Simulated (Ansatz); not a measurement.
**TiSiH3+ (quintet): wave-function methods side by side, def2-SVP**

The task here is to estimate one member of a computed series from the others.

Method: def2-SVP, core rule «outside noble gas», up to 14 orbitals frozen; program: Ansatz 0.2.0, Gaussian basis.

To be run: UHF; CCSD(T) on ROHF; CCSD(T) on UHF; CISD as a restricted active space (open shells left free, so some higher excitations enter); CCSDT(Q) on ROHF; CCSDT(Q) on UHF.

16 further runs of the same task are left out: 6 that didn't finish, 10 set aside as unsound or not needed. Runs told in other sessions of the task aren't counted.

### What is computed

The geometry is a PBE0/def2-TZVP stationary point (not a proven minimum).

5 atoms, charge 1, spin multiplicity 5.

Atoms are counted from 1 here; the program's logs count them from 0.

Bond lengths: Ti1–Si2 2.612 Å, Ti1–H4 2.079 Å, Ti1–H5 2.078 Å, Si2–H3 1.484 Å, Si2–H4 1.541 Å, Si2–H5 1.541 Å. Angles: Si2–Ti1–H4 36.1°, Si2–Ti1–H5 36.1°, H4–Ti1–H5 70.1°, Ti1–Si2–H3 113.0°, Ti1–Si2–H4 52.7°, Ti1–Si2–H5 52.7°, H3–Si2–H4 113.8°, H3–Si2–H5 113.8°, H4–Si2–H5 101.5°, Ti1–H4–Si2 91.2°, Ti1–H5–Si2 91.2°.

Set-up of the first run:

in.yaml reads:

```yaml
crystal:
  periodic: [false, false, false]
  atoms:
    - {symbol: Ti, position_ang: [-0.031147, 0.000000, 1.012157]}
    - {symbol: Si, position_ang: [0.075744, 0.000000, -1.598028]}
    - {symbol: H, position_ang: [-1.266377, -0.000001, -2.232405]}
    - {symbol: H, position_ang: [0.317500, 1.193394, -0.653502]}
    - {symbol: H, position_ang: [0.317501, -1.193393, -0.653502]}
basis:
  gaussian: {orbitals: def2-SVP}
total_charge: 1
magnetization: {spin_polarized: true, initial_magnetization: 4}
hamiltonian: {xc: hf}
output: {orbitals: {seedname: orbitals}}
```

Run with:

```console
$ ansatz run in.yaml --threads 1 --pin off --events-out ev --progress --plain --max-ram 2393MiB
```

Among the steps run: UHF; CCSD(T) on ROHF; CCSD(T) on UHF; CISD as a restricted active space (open shells left free, so some higher excitations enter); CCSDT(Q) on ROHF; CCSDT(Q) on UHF.

One of the session's tables, all rows but one given; the rest of the session is left out.

| method | from RCCSDT(Q) (kJ/mol) |
| --- | --- |
| ROHF | +423.0 |
| UHF | +411.1 |
| RMP2 | +105.1 |
| UMP2 | +97.7 |
| CISD | +50.4 |
| RCCSD | +13.8 |
| UCCSD | +7.8 |
| RCCSD(T) | ? |
| UCCSD(T) | -2.0 |
| RCCSDT | +0.3 |
| UCCSDT | -5.3 |
| RCCSDT(Q) | 0 |
| UCCSDT(Q) | -5.6 |

**Question.** Estimate the row for RCCSD(T).

As computed: from RCCSDT(Q) (kJ/mol): +3.7. In the column «from RCCSDT(Q) (kJ/mol)» it lies between RCCSDT (+0.3) and UCCSD (+7.8).

The ROHF row is the lowest such solution found; the determinant under the restricted MP2 and coupled-cluster rows lies 0.04 eV higher.

Caveats from the session: Warnings: coupled cluster took another determinant than the lowest. Restricted and unrestricted rows rest on different reference determinants; a gap between their highest levels can come from leftover correlation error, from unlike frozen cores or from another state.
